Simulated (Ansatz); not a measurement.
BrGeH5OSi, SMILES [GeH3][O][SiH2]Br: vertical energies of changing the electron count, run with the Python package of Ansatz (0.2.0).

Script `brgeh5osi_ip.py`:
```python
import ansatz as az


def single_point(molecule, charge=0, unpaired=0):
    calc = molecule.calculation().basis(gaussian="def2-SVPD").functional("pbe0")
    if charge:
        calc = calc.charge(charge)
    if unpaired:
        calc = calc.spin("collinear", total=unpaired)
    report = calc.run().report
    if report["published_state_doubts"]:
        print("  doubts:", report["published_state_doubts"])
    return report["free_energy_ev"]


def main() -> None:
    geometry_ang = [
        ("Ge", [-1.2842, 0.4699, -0.3866]),
        ("O", [0.2299, -0.1213, -1.1427]),
        ("Si", [1.3439, -0.3488, 0.1492]),
        ("Br", [0.9078, -2.2891, 1.2185]),
        ("H", [-1.8171, -0.5693, 0.6338]),
        ("H", [-2.3542, 0.6769, -1.4884]),
        ("H", [-1.0319, 1.8261, 0.3221]),
        ("H", [1.3022, 0.7752, 1.0998]),
        ("H", [2.7035, -0.4197, -0.4057]),
    ]
    mol = az.Crystal.molecule()
    for symbol, xyz in geometry_ang:
        mol = mol.atom(symbol, xyz)

    parent = single_point(mol, 0, 0)
    cation = single_point(mol, 1, 1)
    print(f"E(N)   = {parent:.5f} eV")
    print(f"E(N-1) = {cation:.5f} eV  (1 unpaired)")
    print(f"vertical ionisation energy {cation - parent:.3f} eV")
    anion = single_point(mol, -1, 1)
    print(f"E(N+1) = {anion:.5f} eV  (1 unpaired)")
    print(f"vertical electron affinity {parent - anion:.3f} eV" + ("" if anion < parent else " (unbound in this basis)"))
    print(f"fundamental gap IP - EA = {cation + anion - 2 * parent:.3f} eV")


if __name__ == "__main__":
    main()
```

What does it cost to change the electron count at this fixed geometry?

At this unrelaxed geometry removing an electron costs 10.49 eV and an added one is unbound in this basis (by 0.70 eV).

What the script printed:

`python brgeh5osi_ip.py` gives:
```text
E(N)   = -136532.72632 eV
E(N-1) = -136522.23849 eV  (1 unpaired)
vertical ionisation energy 10.488 eV
E(N+1) = -136532.02897 eV  (1 unpaired)
vertical electron affinity -0.697 eV (unbound in this basis)
fundamental gap IP - EA = 11.185 eV
```

Notes:
- Total energies depend on the basis set; only differences at equal settings carry meaning.
- The geometry is a force-field or estimated start, not a minimum of this method, and the basis set is short of its limit. All parts are taken at fixed geometry, without zero-point energy. At an unrelaxed start these energies can be a whole eV from those at the minimum, and a small affinity can change sign.
- A negative electron affinity means that the anion is unbound here; its size hangs on the basis and tends to about zero as the basis grows, and so does its part in any gap built on it.
- Wall time of the script: 2.4 min on 1 thread of Arm Neoverse V1 (shared host), peak memory 0.82 GiB.

(Lines on the test bed's own set-up are left out of the output.)
